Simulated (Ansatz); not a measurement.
# C3H7AlO: one species, many methods

One table from this session's results is given with a row withheld; the runs are named, their logs left out.

Method: functionals in def2-TZVPP, the program's frozen cores in correlated methods; program: Ansatz 0.2.0, Gaussian basis.

The runs, in order: PBE-D4, r2SCAN-D4, PBE0-D4, B3LYP-D4, ωB97X-V, ωB97M-V, B2PLYP; CCSD(T)/def2-TZVPP; MP2/def2-QZVPP; extrapolation to the limit.

### The geometry

The geometry comes from an earlier relaxation with PBE0-D4 in a triple-zeta def2 set; it is a stationary point, not always the lowest conformer.

12 atoms, charge 0, spin multiplicity 1.

Atoms are counted from 1 here; the program's logs count them from 0.

Bond lengths: C1–C2 1.487 Å, C1–H6 1.091 Å, C1–H7 1.095 Å, C1–H8 1.095 Å, C2–Al3 1.955 Å, C2–C4 1.462 Å, Al3–O5 1.951 Å, Al3–H9 1.584 Å, Al3–H10 1.586 Å, C4–O5 1.441 Å, C4–H11 1.088 Å, C4–H12 1.089 Å. Angles: C2–C1–H6 111.7°, C2–C1–H7 107.9°, C2–C1–H8 112.6°, H6–C1–H7 107.3°, H6–C1–H8 109.1°, H7–C1–H8 108.1°, C1–C2–Al3 134.7°, C1–C2–C4 119.0°, Al3–C2–C4 98.5°, C2–Al3–O5 47.9°, C2–Al3–H9 117.8°, C2–Al3–H10 117.0°, O5–Al3–H9 111.5°, O5–Al3–H10 110.1°, H9–Al3–H10 124.7° and more.

The first run:

Input file in.yaml:

```yaml
crystal:
  periodic: [false, false, false]
  atoms:
    - {symbol: C, position_ang: [-1.407817, 0.467064, 0.647622]}
    - {symbol: C, position_ang: [-0.174597, -0.233075, 0.199199]}
    - {symbol: Al, position_ang: [1.729244, -0.066632, 0.611759]}
    - {symbol: C, position_ang: [-0.058328, -0.636851, -1.200973]}
    - {symbol: O, position_ang: [0.655639, 0.574447, -0.885718]}
    - {symbol: H, position_ang: [-1.186807, 1.242707, 1.382657]}
    - {symbol: H, position_ang: [-2.053963, -0.269424, 1.136129]}
    - {symbol: H, position_ang: [-1.965536, 0.910732, -0.183689]}
    - {symbol: H, position_ang: [2.179069, 1.124205, 1.554109]}
    - {symbol: H, position_ang: [2.673683, -1.249813, 0.138037]}
    - {symbol: H, position_ang: [-0.891281, -0.446853, -1.875425]}
    - {symbol: H, position_ang: [0.577895, -1.471606, -1.489808]}
basis:
  gaussian: {orbitals: def2-TZVPP}
hamiltonian: {xc: pbe, dispersion: d4}
output: {forces: true, orbitals: {seedname: orbitals}}
```

On the command line:

```sh
$ ansatz run in.yaml --threads 4 --pin off --events-out ev --progress --plain --max-ram 10444MiB
```

Among the steps run: PBE-D4 (GGA); r2SCAN-D4 (meta-GGA); PBE0-D4 (hybrid); B3LYP-D4 (hybrid); ωB97X-V (range-separated); ωB97M-V (range-separated); B2PLYP (double hybrid); CCSD(T) in def2-TZVPP; MP2 in def2-QZVPP.

One table of the session follows, with a row left open; its other results are not shown here.

It belongs to the step «Atomisation energies». 

| method | atomisation energy (kJ/mol) |
| --- | --- |
| PBE-D4 | 4510.4 |
| r2SCAN-D4 | 4441.8 |
| PBE0-D4 | 4429.9 |
| B3LYP-D4 | 4406.1 |
| ωB97X-V | 4434.4 |
| ωB97M-V | 4432.8 |
| B2PLYP | 4367.9 |
| HF/def2-TZVPP | 3196.8 |
| MP2/def2-TZVPP | 4385.7 |
| CCSD/def2-TZVPP | 4242.3 |
| CCSD(T)/def2-TZVPP | 4312.4 |
| MP2/CBS | ? |
| CCSD(T)/CBS | 4420.9 |

**Question.** Estimate the row for MP2/CBS.

As computed: atomisation energy (kJ/mol): 4494.2. In the column «atomisation energy (kJ/mol)» it lies between r2SCAN-D4 (4441.8) and PBE-D4 (4510.4).
